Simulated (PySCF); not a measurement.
**SeO2 (selenium dioxide) at CCSDT/STO-3G**

Aim: the vertical ionisation energy of SeO2 (selenium dioxide) at CCSDT/STO-3G, from 2 runs. The job is set up through a Python script.

The results are computed with PySCF 2.14.0.

6 further runs of the same task are left out: 6 set aside as unsound or not needed.

## Step 1: The molecule

The species is SeO2 (3 atoms), meant as a singlet with charge 0. As SMILES, `O=[Se]=O`. The shape is that of a PBE0-D4/def2-TZVP optimisation.

Bond lengths: O1–Se2 1.599 Å, Se2–O3 1.599 Å. Angles: O1–Se2–O3 113.8°.

## Step 2: A single-point energy at CCSDT/STO-3G

calc.py reads:

```python
from pyscf import gto, cc

mol = gto.Mole()
mol.atom = 'O 0.450000 -1.291360 0.094840; Se -0.515880 -0.067700 -0.261270; O 0.065880 1.359070 0.166440'
mol.spin = 0
mol.verbose = 3
mol.max_memory = 1860
mol.basis = 'sto-3g'
mol.build()

mf = mol.RHF()
mf.conv_tol = 1e-10
mf.kernel()
if not mf.converged:
    mf = mf.newton().run(mf.mo_coeff, mf.mo_occ)

mycc = cc.CCSDT(mf, frozen=11)
mycc.kernel()
e_final = mycc.e_tot
print('E(%s) = %.9f' % ('CCSDT', e_final))
```

The run is started by

```
OMP_NUM_THREADS=1 python calc.py
```

What it wrote:

```text
converged SCF energy = -2520.98211063072
_make_eris_incore_RCCSDT

WARN: A large `blksize` is being used, which may cause large memory consumption
      for storing contraction intermediates. If memory is sufficient, consider using
      `pyscf.cc.rccsdt_highm.RCCSDT` instead.

RCCSDT converged
E(RCCSDT) = -2521.222989205841   E_corr = -0.2408785751208539
E_corr(same-spin) = -0.0415224923712706
E_corr(oppo-spin) = -0.199356082749583
E(CCSDT) = -2521.222989206
```

It took 4.5 s on 1 thread of AMD EPYC 7R13 (Zen 3), shared host; peak memory 0.12 GiB.

## Step 3: The doublet cation, same level

calc.py reads:

```python
from pyscf import gto, scf, cc

mol = gto.Mole()
mol.atom = '''
O      0.850377    -2.440317     0.179222
Se    -0.974872    -0.127934    -0.493729
O      0.124495     2.568270     0.314526
'''
mol.charge = 1
mol.unit = 'bohr'
mol.spin = 1
mol.basis = 'sto-3g'
mol.max_memory = 1860
mol.verbose = 4
mol.build()

mf = scf.UHF(mol)
mf.conv_tol = 1e-10
mf.kernel()
if not mf.converged:
    mf = mf.newton().run(mf.mo_coeff, mf.mo_occ)

mycc = cc.CCSDT(mf, frozen=11)
mycc.kernel()
etot = mycc.e_tot
print(f'total energy: {etot:.8f} hartree')
```

The run is started by

```
OMP_NUM_THREADS=1 python calc.py
```

What it wrote:

```text
PySCF version 2.14.0

[INPUT] num. atoms = 3
[INPUT] num. electrons = 49
[INPUT] charge = 1
[INPUT] spin (= nelec alpha-beta = 2S) = 1
[INPUT] symmetry False subgroup None
[INPUT] Mole.unit = bohr
[INPUT] Symbol           X                Y                Z      unit          X                Y                Z       unit  Magmom
[INPUT]  1 O      0.450000129091  -1.291360143821   0.094840198096 AA    0.850377000000  -2.440317000000   0.179222000000 Bohr   0.0
[INPUT]  2 Se    -0.515880045964  -0.067699757302  -0.261270135170 AA   -0.974872000000  -0.127934000000  -0.493729000000 Bohr   0.0
[INPUT]  3 O      0.065879916873   1.359069955490   0.166439991442 AA    0.124495000000   2.568270000000   0.314526000000 Bohr   0.0

nuclear repulsion = 192.664789050942
number of shells = 14
number of NR pGTOs = 84
number of NR cGTOs = 28
basis = sto-3g
ecp = {}

[... 101 lines left out ...]
converged SCF energy = -2520.72757647721  <S^2> = 0.8886154  2S+1 = 2.1341185
[... 17 lines left out ...]
WARN: A large `blksize_v_aaa` is being used, which may cause large memory consumption
[... 3 lines left out ...]
WARN: A large `blksize_v_aab` is being used, which may cause large memory consumption
[... 7 lines left out ...]
Init t2, MP2 energy = -0.236119735944497
[... 34 lines left out ...]
UCCSDT converged
[... 3 lines left out ...]
total energy: -2520.98659334 hartree
```

Wall time 7.5 s (1 thread of AMD EPYC 7R13 (Zen 3), shared host); peak memory 0.11 GiB.

## Step 4: What came out

At CCSDT/STO-3G, 11 core orbitals frozen:

```
                                                                  quantity           value
                                                singlet SeO2: total energy  -2521.22299 Eh
                        singlet SeO2: dipole moment (Hartree–Fock density)          1.80 D
                         singlet SeO2: HOMO energy (Hartree–Fock orbitals)        -7.05 eV
                         singlet SeO2: LUMO energy (Hartree–Fock orbitals)         3.37 eV
                       singlet SeO2: HOMO–LUMO gap (Hartree–Fock orbitals)        10.43 eV
                singlet SeO2: correlation energy (11 core orbitals frozen)      -240.9 mEh
                                               singlet SeO2: T1 diagnostic           0.035
                                              doublet cation: total energy  -2520.98659 Eh
doublet cation: HOMO energy (Hartree–Fock orbitals) (highest over α and β)       -16.67 eV
 doublet cation: LUMO energy (Hartree–Fock orbitals) (lowest over α and β)        -6.99 eV
              doublet cation: correlation energy (11 core orbitals frozen)      -259.0 mEh
                         doublet cation: ⟨S²⟩ of the reference determinant           0.889
                                             doublet cation: T1 diagnostic           0.044
                        vertical ionisation energy (to the doublet cation)        6.433 eV
```

What this shows: Removing an electron at fixed nuclei costs 6.43 eV (621 kJ/mol). In a minimal basis such a difference can be off by several eV, whatever the method. The T1 diagnostic (singlet SeO2) of 0.035 is above the customary mark for such species, so a single reference may not serve. ⟨S²⟩ (doublet cation) is 0.89 where a pure doublet has 0.75: the reference is spin-contaminated. Mulliken charges (doublet cation) of the mean-field density run from -0.14 on O1 to +1.28 on Se2.
